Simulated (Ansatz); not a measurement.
# CH7BOSSi: up Jacob's ladder to CCSD(T)

Aim: compute CH7BOSSi with functionals from several rungs and with coupled cluster, and see how far each lands from CCSD(T) at the basis-set limit for the atomisation energy.

The runs use Ansatz 0.2.0, Gaussian basis; functionals in def2-TZVPP, the program's frozen cores in correlated methods.

The runs, in order: PBE-D4, r2SCAN-D4, PBE0-D4, B3LYP-D4, ωB97X-V, ωB97M-V, B2PLYP; CCSD(T)/def2-TZVPP; MP2/def2-QZVPP; extrapolation to the limit.

## Step 1: The geometry

The geometry comes from an earlier relaxation with PBE0-D4 in a triple-zeta def2 set; it is a stationary point, not always the lowest conformer.

SMILES `[SiH3]BOCS`, 12 atoms, charge 0, spin multiplicity 1.

Atoms are counted from 1 here; the program's logs count them from 0.

Bond lengths: Si1–B2 2.023 Å, Si1–H6 1.491 Å, Si1–H7 1.488 Å, Si1–H8 1.492 Å, B2–O3 1.347 Å, B2–H9 1.207 Å, O3–C4 1.413 Å, C4–S5 1.798 Å, C4–H10 1.093 Å, C4–H11 1.089 Å, S5–H12 1.343 Å. Angles: B2–Si1–H6 109.6°, B2–Si1–H7 113.3°, B2–Si1–H8 109.8°, H6–Si1–H7 108.5°, H6–Si1–H8 107.0°, H7–Si1–H8 108.4°, Si1–B2–O3 119.2°, Si1–B2–H9 122.3°, O3–B2–H9 118.5°, B2–O3–C4 121.6°, O3–C4–S5 113.2°, O3–C4–H10 110.7°, O3–C4–H11 107.6°, S5–C4–H10 105.5°, S5–C4–H11 110.1°, H10–C4–H11 109.7°, C4–S5–H12 96.4°.

## Step 2: PBE-D4 (GGA)

File in.yaml:

```yaml
crystal:
  periodic: [false, false, false]
  atoms:
    - {symbol: Si, position_ang: [-1.658466, -0.793199, 1.579947]}
    - {symbol: B, position_ang: [0.081849, -0.453417, 0.605316]}
    - {symbol: O, position_ang: [0.047542, 0.008464, -0.659624]}
    - {symbol: C, position_ang: [1.231659, 0.292784, -1.376297]}
    - {symbol: S, position_ang: [1.678674, 2.034418, -1.344531]}
    - {symbol: H, position_ang: [-1.707299, 0.032720, 2.820615]}
    - {symbol: H, position_ang: [-2.862729, -0.485649, 0.761326]}
    - {symbol: H, position_ang: [-1.729627, -2.221604, 2.003339]}
    - {symbol: H, position_ang: [1.156367, -0.660300, 1.114210]}
    - {symbol: H, position_ang: [2.083895, -0.235679, -0.940918]}
    - {symbol: H, position_ang: [1.081519, -0.035495, -2.403709]}
    - {symbol: H, position_ang: [0.673617, 2.461757, -2.125674]}
basis:
  gaussian: {orbitals: def2-TZVPP}
hamiltonian: {xc: pbe, dispersion: d4}
output: {forces: true, orbitals: {seedname: orbitals}}
```

Started as:

```sh
ansatz run in.yaml --threads 4 --pin off --events-out ev --progress --plain --max-ram 10444MiB
```

After this run come: r2SCAN-D4 (meta-GGA); PBE0-D4 (hybrid); B3LYP-D4 (hybrid); ωB97X-V (range-separated); ωB97M-V (range-separated); B2PLYP (double hybrid); CCSD(T) in def2-TZVPP; MP2 in def2-QZVPP.

**Question.** What will the summary of the whole plan be? Wanted: atomisation energy, CCSD(T)/CBS; farthest; mean size of error, hybrid; mean size of error, range-separated; gap, smallest and largest; T1 diagnostic; triples share of the correlation energy.

**Answer**, as computed:

```
                               quantity                                 value
        atomisation energy, CCSD(T)/CBS                         4108.4 kJ/mol
 functionals within 20.5 kJ/mol (0.5 %)                     PBE0-D4, B3LYP-D4
                               farthest                 PBE-D4 (+62.8 kJ/mol)
             mean size of error, hybrid                            4.6 kJ/mol
    mean size of error, range-separated                           27.2 kJ/mol
              gap, smallest and largest  4.05 eV (PBE-D4), 10.82 eV (ωB97X-V)
                          T1 diagnostic                                0.0143
triples share of the correlation energy                                 3.9 %
```

What this shows: PBE-D4 is off by +62.8 kJ/mol. Double hybrids carry the basis error of their MP2 part in triple zeta, and no dispersion term here, so their miss is partly the set-up's. The reference freezes the cores and leaves out relativity and excitations past (T), so misses under about 20.5 kJ/mol can't be ranked. Hartree-Fock recovers 74 % of the binding; the rest is correlation. Orbital gaps span 4.1 to 10.8 eV; exact exchange widens them.
